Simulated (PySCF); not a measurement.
# H4N2Pb (Pb(NH2)2): the cost of one run

Program: PySCF 2.14.0. Level of theory: B3LYP, Pb def2-SVP with ECP60, N def2-SVP, H def2-SVP; scalar-relativistic core potentials, no spin–orbit coupling. These are calculated values, not measurements.

1 further run of the same task is left out (for a known fault of the program).

**1. Where the work starts**

7 atoms, charge 0, spin multiplicity 1.

Bond lengths: Pb1–N2 2.241 Å, Pb1–N5 2.241 Å, N2–H3 1.018 Å, N2–H4 1.018 Å, N5–H6 1.018 Å, N5–H7 1.018 Å. Angles: N2–Pb1–N5 180.0°, Pb1–N2–H3 125.4°, Pb1–N2–H4 125.4°, H3–N2–H4 109.2°, Pb1–N5–H6 125.4°, Pb1–N5–H7 125.4°, H6–N5–H7 109.2°.

As a file:

```mol
H4N2Pb
  3D, bonds by distance, orders not assigned

  7  6  0  0  0  0  0  0  0  0999 V2000
    0.0000    0.0000    0.0000 Pb  0  0
    0.0000    0.0000    2.2410 N   0  0
    0.5869    0.5869    2.8310 H   0  0
   -0.5869   -0.5869    2.8310 H   0  0
    0.0000    0.0000   -2.2410 N   0  0
    0.5869   -0.5869   -2.8310 H   0  0
   -0.5869    0.5869   -2.8310 H   0  0
  1  2  8  0
  1  5  8  0
  2  3  8  0
  2  4  8  0
  5  6  8  0
  5  7  8  0
M  END
```

Formal oxidation states: Pb +2.

**2. SCF at the start, singlet**

run.py (the lines that set the calculation)

```python
mol = gto.M(atom='''
Pb     0.00000     0.00000     0.00000
N      0.00000     0.00000     2.24100
H      0.58690     0.58690     2.83100
H     -0.58690    -0.58690     2.83100
N      0.00000     0.00000    -2.24100
H      0.58690    -0.58690    -2.83100
H     -0.58690     0.58690    -2.83100''',
    basis={'Pb': 'def2-SVP', 'N': 'def2-SVP', 'H': 'def2-SVP'},
    ecp={'Pb': 'def2-SVP'},
    charge=0, spin=0)
mf = dft.RKS(mol, xc='B3LYP')
mf.grids.atom_grid = (50, 194)
mf = mf.density_fit()  # fitting sets: Pb def2-universal-JKFIT, N def2-universal-JKFIT, H def2-universal-JKFIT
mf.conv_tol = 1e-08; mf.max_cycle = 55
mf.kernel(dm0)  # dm0: free metal ions and neutral atoms
```

Command:

```sh
$ OMP_NUM_THREADS=2 python run.py
```

Q: Estimate wall time and peak memory on 2 threads of AMD EPYC (Zen 3), shared host.

About 4.1 s, with a peak of 0.41 GiB.
